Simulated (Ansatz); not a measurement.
# CdCl: the cost of one run

Method: DFT PBE, scalar-relativistic, plane waves, PAW, in Ansatz 0.2.0.

### Step 1. The system as given

It takes space group F-43m (No. 216, cubic). The conventional cell has a = 6.058 Å, b = 6.058 Å, c = 6.058 Å, α = 90.00°, β = 90.00°, γ = 90.00°. Around Cd (site symmetry -43m) lie 4 Cl at 2.62 Å. Cl (site symmetry -43m) is surrounded by 4 Cd at 2.62 Å.

Structure file:

```
CELL_PARAMETERS angstrom
0.00000 3.02893 3.02893
3.02893 0.00000 3.02893
3.02893 3.02893 0.00000
ATOMIC_POSITIONS crystal
Cd 0.00000 0.00000 0.00000
Cl 0.75000 0.75000 0.75000
```

This is candidate A: zinc blende type (F-43m, No. 216).

(A quick probe on a coarse mesh, which set the mesh and smearing, is not shown.)

### Step 3. Rough relaxation on the coarse mesh (candidate A)

The input, input.yaml:

```yaml
crystal:
  lattice:
    - [0.0, 3.0289341289, 3.0289341289]
    - [3.0289341289, 0.0, 3.0289341289]
    - [3.0289341289, 3.0289341289, 0.0]
  atoms:
    - { symbol: Cd, position: [0.0, 0.0, 0.0] }
    - { symbol: Cl, position: [0.75, 0.75, 0.75] }
basis:
  ecutwfc: 420
kpoints:
  mp_grid: { grid: [6, 6, 6] }
hamiltonian:
  xc: pbe
scf:
  occupations: { method: gaussian, width: 0.1 }
  lower_state_search: "off"
output:
  forces: true
  stress: true
  eigenvalues: true
relax:
  adjacent_minimum: "off"
  f_tol: 0.04
  max_steps: 70
  cell: { stress_tol: 0.4 }
```

The run is started by

```
$ ansatz run input.yaml --threads 1 --pin off --max-ram 2560MiB --backend cpu --events-out ev --progress --plain --runs-dir out
```

What time and memory should one allow on 1 thread of Intel Xeon 6975P-C (Granite Rapids), shared host?

About 7.5 s, with a peak of 0.39 GiB.
